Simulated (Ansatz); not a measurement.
# CH₆AlNSi: an energy map over bond length C1–N2 and bond length C1–H5

A grid of calculations on CH6AlNSi, SMILES C[N]1[AlH][SiH2]1, to see where the energy is lowest and how it rises around there.

Method: RKS r2SCAN-D4/def2-SVP; program: Ansatz 0.2.0.

## 1. Where the work starts

SMILES `C[N]1[AlH][SiH2]1`, 10 atoms, charge 0, spin multiplicity 1.

Atoms are counted from 1 here; the program's logs count them from 0.

Bond lengths: C1–N2 1.447 Å, C1–H5 1.111 Å, C1–H6 1.115 Å, C1–H7 1.115 Å, N2–Al3 1.801 Å, N2–Si4 1.811 Å, Al3–Si4 2.324 Å, Al3–H8 1.595 Å, Si4–H9 1.515 Å, Si4–H10 1.515 Å. Angles: N2–C1–H5 111.4°, N2–C1–H6 111.8°, N2–C1–H7 111.8°, H5–C1–H6 107.4°, H5–C1–H7 107.5°, H6–C1–H7 106.7°, C1–N2–Al3 149.9°, C1–N2–Si4 130.0°, Al3–N2–Si4 80.1°, N2–Al3–Si4 50.2°, N2–Al3–H8 136.0°, Si4–Al3–H8 173.9°, N2–Si4–Al3 49.8°, N2–Si4–H9 114.5°, N2–Si4–H10 114.8°, Al3–Si4–H9 126.8°, Al3–Si4–H10 126.8°, H9–Si4–H10 106.3°.

Coordinates:

```
C    -0.15665    1.42514   -0.20858
N     0.12503    0.00619   -0.23680
Al    0.81691   -1.42919   -1.07627
Si   -0.24505   -1.27840    0.98484
H     0.18574    1.92518   -1.13926
H     0.34868    1.93017    0.64733
H    -1.24737    1.62847   -0.10174
H     1.56113   -1.69980   -2.46108
H    -1.72156   -1.47694    1.26062
H     0.41624   -1.08191    2.33393
```

This geometry comes from a loose relaxation at PBE in a small basis, which is not shown.

## 2. Geometry optimisation

input.yaml reads:

```yaml
crystal:
  periodic: [false, false, false]
  atoms:
    - { symbol: C, position_ang: [-0.156653, 1.425143, -0.208582] }
    - { symbol: "N", position_ang: [0.125028, 0.006192, -0.236801] }
    - { symbol: Al, position_ang: [0.816913, -1.429191, -1.076273] }
    - { symbol: Si, position_ang: [-0.245052, -1.278404, 0.984845] }
    - { symbol: H, position_ang: [0.185739, 1.925179, -1.139257] }
    - { symbol: H, position_ang: [0.348679, 1.930168, 0.647326] }
    - { symbol: H, position_ang: [-1.247374, 1.628468, -0.101738] }
    - { symbol: H, position_ang: [1.561135, -1.699799, -2.461079] }
    - { symbol: H, position_ang: [-1.721559, -1.476942, 1.260624] }
    - { symbol: H, position_ang: [0.416244, -1.081914, 2.333935] }
basis:
  gaussian: { orbitals: def2-SVP }
hamiltonian:
  xc: r2scan
  dispersion: d4
output:
  forces: true
relax:
  f_tol: 0.003
  max_steps: 120
```

Launch:

```console
> ansatz run input.yaml --threads 1 --pin off --max-ram 2560MiB --backend cpu --events-out ev --progress --plain --runs-dir out
```

The log of the run (excerpt; [...] marks lines left out):

```text
Warning: RAYON_NUM_THREADS=1 ignored (pool sized by the plan → 1); use --threads N
[...]
Functional definition: r2SCAN
[...]
1067 factors; their error is unknown
[...]
mean field -17089.40621086 eV, -628.0240946334 hartree, gradient 4.1e-5 eV, S^2 0.000000; 0 other end points of the search recorded, 0 dependent functions left out
[...]
reference -17089.40622288 eV, -628.0240950751 hartree; 23, 23 occupied and 71, 71 virtual orbitals, 1067 factors
relax step   1: F+E_penalty+E_count = -17089.45673896 eV  Δ(F+E_penalty+E_count) = +0.000e0 eV  max|allowed force component| = 3.491e-1 eV/Å  Δτ_max = 0.0000 Å  (28 SCF iters, accepted)
[...]
relax step   6: F+E_penalty+E_count = -17089.46849454 eV  Δ(F+E_penalty+E_count) = -6.277e-6 eV  max|allowed force component| = 6.964e-3 eV/Å  Δτ_max = 0.0052 Å  (23 SCF iters, accepted)
[...]
relax step   7: F+E_penalty+E_count = -17089.46849947 eV  Δ(F+E_penalty+E_count) = -4.928e-6 eV  max|allowed force component| = 2.337e-3 eV/Å  Δτ_max = 0.0022 Å  (22 SCF iters, accepted)
1067 factors; their error is unknown
[...]
mean field -17089.41784508 eV, -628.0245221832 hartree, gradient 1.6e-5 eV, S^2 0.000000; 1 other end points of the search recorded, 0 dependent functions left out
[...]
reference -17089.41785705 eV, -628.0245226231 hartree; 23, 23 occupied and 71, 71 virtual orbitals, 1067 factors
Total energy: -17089.46851144 eV, -628.0263841376 hartree
Atom 0 at    -0.157506     1.419371    -0.204960 Å, force    -0.000625    -0.002337     0.000307 eV/Å
Atom 1 at     0.125707     0.001805    -0.238662 Å, force     0.000676     0.000729     0.000379 eV/Å
Atom 2 at     0.809782    -1.420960    -1.075316 Å, force    -0.000110     0.000272    -0.000734 eV/Å
Atom 3 at    -0.240584    -1.268637     0.978102 Å, force    -0.000071     0.001040     0.000146 eV/Å
Atom 4 at     0.200573     1.921597    -1.118947 Å, force     0.000170    -0.000030     0.000005 eV/Å
Atom 5 at     0.328331     1.911419     0.658399 Å, force    -0.000178     0.000261    -0.000236 eV/Å
Atom 6 at    -1.242680     1.615888    -0.119456 Å, force     0.000348     0.000905    -0.000242 eV/Å
Atom 7 at     1.545922    -1.699982    -2.449274 Å, force    -0.000111    -0.000036     0.000119 eV/Å
Atom 8 at    -1.704494    -1.465192     1.258700 Å, force     0.000326    -0.000507     0.000245 eV/Å
Atom 9 at     0.418048    -1.066409     2.314414 Å, force    -0.000424    -0.000297     0.000011 eV/Å
Dipole moment:     0.073152     0.133416    -0.197315 e Å
```

Run time: 86 s. Hardware: 1 thread of Intel Xeon at 2.50GHz (Skylake/Cascade Lake), shared host; peak memory 0.18 GiB.

Step by step:

```
step  energy from step 1 (eV)  largest force component (eV/Å)
   1                   0.0000                          0.3491
   2                  -0.0100                          0.2334
   3                  -0.0117                          0.0351
   4                  -0.0117                          0.0128
   5                  -0.0117                          0.0047
   6                  -0.0118                          0.0070
   7                  -0.0118                          0.0023
```

Distances of close pairs at the start and the end, largest changes first:

```
   bond  before (Å)  after (Å)  change (Å)
 N2–Al3       1.801      1.787      -0.014
 N2–Si4       1.811      1.797      -0.014
Al3–Si4       2.324      2.311      -0.012
Si4–H10       1.515      1.503      -0.012
 Al3–H8       1.595      1.584      -0.012
 Si4–H9       1.515      1.503      -0.012
  C1–H6       1.115      1.106      -0.009
  C1–H7       1.115      1.106      -0.009
```

## 3. Plan of the scan

- bond length C1–N2: 7 values from 1.186 to 2.169 Å
- bond length C1–H5: 7 values from 0.904 to 1.654 Å

Nothing else is relaxed (all other coordinates rigid). Energies count from the relaxed molecule at the same level.

Below, 3 of the grid's runs; all are launched alike.

## 4. Grid point bond length C1–N2 = 1.513 Å, bond length C1–H5 = 1.154 Å

input.yaml reads:

```yaml
crystal:
  periodic: [false, false, false]
  atoms:
    - { symbol: C, position_ang: [-0.157506, 1.419371, -0.20496] }
    - { symbol: "N", position_ang: [0.138835, -0.063905, -0.240224] }
    - { symbol: Al, position_ang: [0.82291, -1.48667, -1.076879] }
    - { symbol: Si, position_ang: [-0.227456, -1.334347, 0.97654] }
    - { symbol: H, position_ang: [0.217251, 1.944989, -1.161516] }
    - { symbol: H, position_ang: [0.328331, 1.911419, 0.658399] }
    - { symbol: H, position_ang: [-1.24268, 1.615888, -0.119456] }
    - { symbol: H, position_ang: [1.55905, -1.765691, -2.450837] }
    - { symbol: H, position_ang: [-1.691366, -1.530902, 1.257138] }
    - { symbol: H, position_ang: [0.431176, -1.132119, 2.312852] }
basis:
  gaussian: { orbitals: def2-SVP }
hamiltonian:
  xc: r2scan
  dispersion: d4
output:
  forces: true
```

Launch:

```console
> ansatz run input.yaml --threads 1 --pin off --max-ram 2560MiB --backend cpu --events-out ev --progress --plain --runs-dir out
```

The log of the run (excerpt; [...] marks lines left out):

```text
Warning: RAYON_NUM_THREADS=1 ignored (pool sized by the plan → 1); use --threads N
[...]
[... 1 set-up line as earlier in the session ...]
[...]
1067 factors; their error is unknown
[...]
mean field -17089.31049729 eV, -628.0205772246 hartree, gradient 7.4e-5 eV, S^2 0.000000; 0 other end points of the search recorded, 0 dependent functions left out
[...]
reference -17089.31050938 eV, -628.0205776692 hartree; 23, 23 occupied and 71, 71 virtual orbitals, 1067 factors
Total energy: -17089.36088038 eV, -628.0224287690 hartree
Atom 0 at    -0.157506     1.419371    -0.204960 Å, force     0.701367    -0.759596    -1.129777 eV/Å
Atom 1 at     0.138835    -0.063905    -0.240224 Å, force    -0.337886     1.699394     0.039014 eV/Å
Atom 2 at     0.822910    -1.486670    -1.076879 Å, force     0.006956     0.063049    -0.038630 eV/Å
Atom 3 at    -0.227456    -1.334347     0.976540 Å, force    -0.028773     0.126583     0.010231 eV/Å
Atom 4 at     0.217251     1.944989    -1.161516 Å, force    -0.450128    -0.786321     1.208022 eV/Å
Atom 5 at     0.328331     1.911419     0.658399 Å, force     0.049484    -0.147547    -0.053561 eV/Å
Atom 6 at    -1.242680     1.615888    -0.119456 Å, force     0.057075    -0.145611    -0.050021 eV/Å
Atom 7 at     1.559050    -1.765691    -2.450837 Å, force    -0.000301    -0.008299     0.003644 eV/Å
Atom 8 at    -1.691366    -1.530902     1.257138 Å, force     0.004059    -0.020462     0.006947 eV/Å
Atom 9 at     0.431176    -1.132119     2.312852 Å, force    -0.001852    -0.021189     0.004131 eV/Å
Dipole moment:     0.068218     0.143207    -0.191065 e Å
```

Wall time 10 s (1 thread of Intel Xeon at 2.50GHz (Skylake/Cascade Lake), shared host); peak memory 0.15 GiB.

On the map this point reads 10 kJ/mol.

## 5. Point bond length C1–N2 = 2.169 Å, bond length C1–H5 = 1.154 Å

input.yaml reads:

```yaml
crystal:
  periodic: [false, false, false]
  atoms:
    - { symbol: C, position_ang: [-0.157506, 1.419371, -0.20496] }
    - { symbol: "N", position_ang: [0.267321, -0.707017, -0.255513] }
    - { symbol: Al, position_ang: [0.951396, -2.129782, -1.092168] }
    - { symbol: Si, position_ang: [-0.09897, -1.977459, 0.96125] }
    - { symbol: H, position_ang: [0.217251, 1.944989, -1.161516] }
    - { symbol: H, position_ang: [0.328331, 1.911419, 0.658399] }
    - { symbol: H, position_ang: [-1.24268, 1.615888, -0.119456] }
    - { symbol: H, position_ang: [1.687536, -2.408803, -2.466126] }
    - { symbol: H, position_ang: [-1.56288, -2.174014, 1.241848] }
    - { symbol: H, position_ang: [0.559662, -1.775231, 2.297563] }
basis:
  gaussian: { orbitals: def2-SVP }
hamiltonian:
  xc: r2scan
  dispersion: d4
output:
  forces: true
```

Launch:

```console
> ansatz run input.yaml --threads 1 --pin off --max-ram 2560MiB --backend cpu --events-out ev --progress --plain --runs-dir out
```

The log of the run (excerpt; [...] marks lines left out):

```text
Warning: RAYON_NUM_THREADS=1 ignored (pool sized by the plan → 1); use --threads N
[...]
[... 1 set-up line as earlier in the session ...]
[...]
1067 factors; their error is unknown
[...]
mean field -17086.73655076 eV, -627.9259864346 hartree, gradient 4.2e-5 eV, S^2 0.000000; 0 other end points of the search recorded, 0 dependent functions left out
[...]
reference -17086.73656336 eV, -627.9259868973 hartree; 23, 23 occupied and 71, 71 virtual orbitals, 1067 factors
Total energy: -17086.78586111 eV, -627.9277985565 hartree
Atom 0 at    -0.157506     1.419371    -0.204960 Å, force     0.627379    -0.421109    -1.107836 eV/Å
Atom 1 at     0.267321    -0.707017    -0.255513 Å, force    -0.632860     2.292249     0.407679 eV/Å
Atom 2 at     0.951396    -2.129782    -1.092168 Å, force     0.152531     0.568831    -0.522294 eV/Å
Atom 3 at    -0.098970    -1.977459     0.961250 Å, force    -0.288596     1.260529     0.103411 eV/Å
Atom 4 at     0.217251     1.944989    -1.161516 Å, force    -0.275286    -1.416807     1.094069 eV/Å
Atom 5 at     0.328331     1.911419     0.658399 Å, force     0.273446    -0.848463     0.011347 eV/Å
Atom 6 at    -1.242680     1.615888    -0.119456 Å, force     0.086861    -0.883315    -0.081136 eV/Å
Atom 7 at     1.687536    -2.408803    -2.466126 Å, force     0.002899    -0.130477     0.043507 eV/Å
Atom 8 at    -1.562880    -2.174014     1.241848 Å, force     0.036267    -0.209154     0.030332 eV/Å
Atom 9 at     0.559662    -1.775231     2.297563 Å, force     0.017358    -0.212284     0.020921 eV/Å
Dipole moment:     0.057971     0.075601    -0.144872 e Å
```

It took 9.5 s on 1 thread of Intel Xeon at 2.50GHz (Skylake/Cascade Lake), shared host; peak memory 0.15 GiB.

Energy on the map's scale: 259 kJ/mol.

## 6. Grid point bond length C1–N2 = 2.005 Å, bond length C1–H5 = 1.654 Å

input.yaml reads:

```yaml
crystal:
  periodic: [false, false, false]
  atoms:
    - { symbol: C, position_ang: [-0.157506, 1.419371, -0.20496] }
    - { symbol: "N", position_ang: [0.235199, -0.546239, -0.251691] }
    - { symbol: Al, position_ang: [0.919275, -1.969004, -1.088346] }
    - { symbol: Si, position_ang: [-0.131092, -1.816681, 0.965073] }
    - { symbol: H, position_ang: [0.379624, 2.172726, -1.575969] }
    - { symbol: H, position_ang: [0.328331, 1.911419, 0.658399] }
    - { symbol: H, position_ang: [-1.24268, 1.615888, -0.119456] }
    - { symbol: H, position_ang: [1.655415, -2.248025, -2.462304] }
    - { symbol: H, position_ang: [-1.595001, -2.013236, 1.245671] }
    - { symbol: H, position_ang: [0.527541, -1.614453, 2.301385] }
basis:
  gaussian: { orbitals: def2-SVP }
hamiltonian:
  xc: r2scan
  dispersion: d4
output:
  forces: true
```

Launch:

```console
> ansatz run input.yaml --threads 1 --pin off --max-ram 2560MiB --backend cpu --events-out ev --progress --plain --runs-dir out
```

The log of the run (excerpt; [...] marks lines left out):

```text
Warning: RAYON_NUM_THREADS=1 ignored (pool sized by the plan → 1); use --threads N
[...]
[... 1 set-up line as earlier in the session ...]
[...]
1067 factors; their error is unknown
[...]
mean field -17085.28875046 eV, -627.8727807547 hartree, gradient 7.0e-5 eV, S^2 0.000000; 0 other end points of the search recorded, 0 dependent functions left out
[...]
reference -17085.28876310 eV, -627.8727812192 hartree; 23, 23 occupied and 71, 71 virtual orbitals, 1067 factors
Total energy: -17085.34175435 eV, -627.8747286117 hartree
Atom 0 at    -0.157506     1.419371    -0.204960 Å, force     1.692437    -0.613857    -3.186043 eV/Å
Atom 1 at     0.235199    -0.546239    -0.251691 Å, force    -0.726399     3.049123     0.309896 eV/Å
Atom 2 at     0.919275    -1.969004    -1.088346 Å, force     0.129704     0.501644    -0.451050 eV/Å
Atom 3 at    -0.131092    -1.816681     0.965073 Å, force    -0.256935     1.002301     0.137410 eV/Å
Atom 4 at     0.379624     2.172726    -1.575969 Å, force    -1.460350    -2.307224     3.825883 eV/Å
Atom 5 at     0.328331     1.911419     0.658399 Å, force     0.486252    -0.556728    -0.272238 eV/Å
Atom 6 at    -1.242680     1.615888    -0.119456 Å, force     0.100864    -0.628936    -0.463080 eV/Å
Atom 7 at     1.655415    -2.248025    -2.462304 Å, force    -0.003568    -0.107919     0.047944 eV/Å
Atom 8 at    -1.595001    -2.013236     1.245671 Å, force     0.029846    -0.167394     0.031020 eV/Å
Atom 9 at     0.527541    -1.614453     2.301385 Å, force     0.008149    -0.171013     0.020258 eV/Å
Dipole moment:     0.036834     0.021495    -0.081572 e Å
```

It took 9.5 s on 1 thread of Intel Xeon at 2.50GHz (Skylake/Cascade Lake), shared host; peak memory 0.15 GiB.

Energy on the map's scale: 398 kJ/mol.

## 7. Energy over the grid

49 points were computed. Energies in kJ/mol, from the relaxed molecule at the same level:

```
bond length C1–H5 (Å) ↓, bond length C1–N2 (Å) →  1.186  1.350  1.513  1.677  1.841  2.005  2.169
                                           1.654    338    197    200    257    328    398    460
                                           1.529    294    146    145    201    271    340    402
                                           1.404    249     96     91    144    214    283    345
                                           1.279    210     50     43     94    163    231    293
                                           1.154    186     21     10     60    129    197    259
                                           1.029    198     28     16     65    133    201    263
                                           0.904    285    113     99    148    216    285    347
```

The dipole moment (D) at each point:

```tsv
bond length C1–H5 (Å) ↓, bond length C1–N2 (Å) →	1.186	1.350	1.513	1.677	1.841	2.005	2.169
1.654	1.18	0.68	0.50	0.56	0.55	0.44	0.40
1.529	0.91	0.64	0.67	0.77	0.75	0.62	0.49
1.404	0.79	0.75	0.87	0.96	0.93	0.79	0.62
1.279	0.84	0.92	1.05	1.13	1.08	0.92	0.74
1.154	0.96	1.08	1.19	1.25	1.19	1.03	0.83
1.029	1.09	1.19	1.29	1.33	1.26	1.09	0.89
0.904	1.17	1.26	1.34	1.36	1.28	1.10	0.90
```

## 8. Results

| quantity | value |
| --- | --- |
| lowest point | bond length C1–N2 = 1.513 Å, bond length C1–H5 = 1.154 Å, 10 kJ/mol |
| highest computed point | bond length C1–N2 = 2.169 Å, bond length C1–H5 = 1.654 Å, 450 kJ/mol above the lowest |
| dipole moment (D) | 0.40 at bond length C1–N2 = 2.169 Å, bond length C1–H5 = 1.654 Å to 1.36 at bond length C1–N2 = 1.677 Å, bond length C1–H5 = 0.904 Å; 1.19 at the lowest point |
| time for the whole task | 17 min on 1 thread, shared host |

The lowest computed point is at bond length C1–N2 = 1.513 Å, bond length C1–H5 = 1.154 Å, 10 kJ/mol from the relaxed molecule at the same level. No other kind of well shows on this grid. The highest computed point, bond length C1–N2 = 2.169 Å, bond length C1–H5 = 1.654 Å, lies 450 kJ/mol above the lowest. Round the minimum the two coordinates are nearly uncoupled.
